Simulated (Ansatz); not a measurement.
Write a Python script for Ansatz 0.2.0 through its Python package that makes a breakdown of dispersion, smearing and cutoff terms of Os, space group Fm-3m. Use (first run): PBEsol, PAW, cutoff 380 eV, 15×15×15 k-points, Fermi-Dirac smearing of 0.05 eV, D3BJATM dispersion.

```cif
data_structure
_symmetry_space_group_name_H-M 'P 1'
_symmetry_Int_Tables_number 1
_cell_length_a 2.7506
_cell_length_b 2.7506
_cell_length_c 2.7506
_cell_angle_alpha 60.000
_cell_angle_beta 60.000
_cell_angle_gamma 60.000
_cell_volume 14.72
loop_
_atom_site_label
_atom_site_type_symbol
_atom_site_fract_x
_atom_site_fract_y
_atom_site_fract_z
_atom_site_occupancy
Os1 Os 0.00000 0.00000 0.00000 1
```

Script `terms_os.py`:
```python
"""Taking single terms out of the free energy of Os."""

import ansatz as az

system = (
    az.Lattice.from_parameters(2.750645, 2.750645, 2.750645, alpha=60.0, beta=60.0, gamma=60.0)
    .atom("Os", [0.0, 0.0, 0.0])
)

calc = system.calculation().kpoints(15).occupations(az.OccupationsMethod.FERMI_DIRAC, width=0.05)
with_term = calc.functional("pbesol", dispersion="d3bjatm").basis(380).cutoff_correction(630).run(threads=1, pin="off").report
without = calc.functional("pbesol").basis(380).run(threads=1, pin="off").report
finer = calc.functional("pbesol").basis(630).run(threads=1, pin="off").report
removed = az.free_energy_without(with_term, az.EnergyTerm.DISPERSION)
print(f"dispersion term            {with_term['components']['e_disp']:.5f} eV")
print(f"F less dispersion          {removed:.5f} eV, run without it {without['free_energy_ev']:.5f} eV")
print(f"F less smearing term       {az.free_energy_without(without, az.EnergyTerm.SMEARING):.5f} eV")
print(f"estimated gain to 630 eV   {with_term['cutoff_correction']['energy_ev']:.5f} eV, found {finer['free_energy_ev'] - without['free_energy_ev']:.5f} eV")
```

```console
$ python terms_os.py
DeckWarning: basis.ecutwfc = 380 eV is below the records' recommended 420 eV, and the density's cutoff is lower with it unless basis.ecutrho_ratio is high enough to keep the records' density cutoff: compare with a run at a higher cutoff
dispersion term            -0.56568 eV
F less dispersion          -11250.87652 eV, run without it -11250.87652 eV
F less smearing term       -11250.87161 eV
estimated gain to 630 eV   -0.00312 eV, found -0.00313 eV
```
(Warnings from the package without file and line.)

Reading the output:
- Total energies depend on the potentials; only differences at equal settings carry meaning. A total without «per atom» is that of the cell as typed.
- The cutoff lies under the one recommended for these potentials in some of the runs.
- Dispersion corrections can be off by several per cent in the lattices of metals, and by several GPa in the pressure at a fixed cell.
- Spin-orbit coupling, which matters for elements this heavy, is left out.
- This isn't the structure that Os takes at ambient conditions.
- It ran for 5.1 s on 1 thread of Intel(R) Xeon(R) Platinum 8259CL CPU @ 2.50GHz (Skylake/Cascade Lake), on a shared host, peak memory 0.39 GiB.
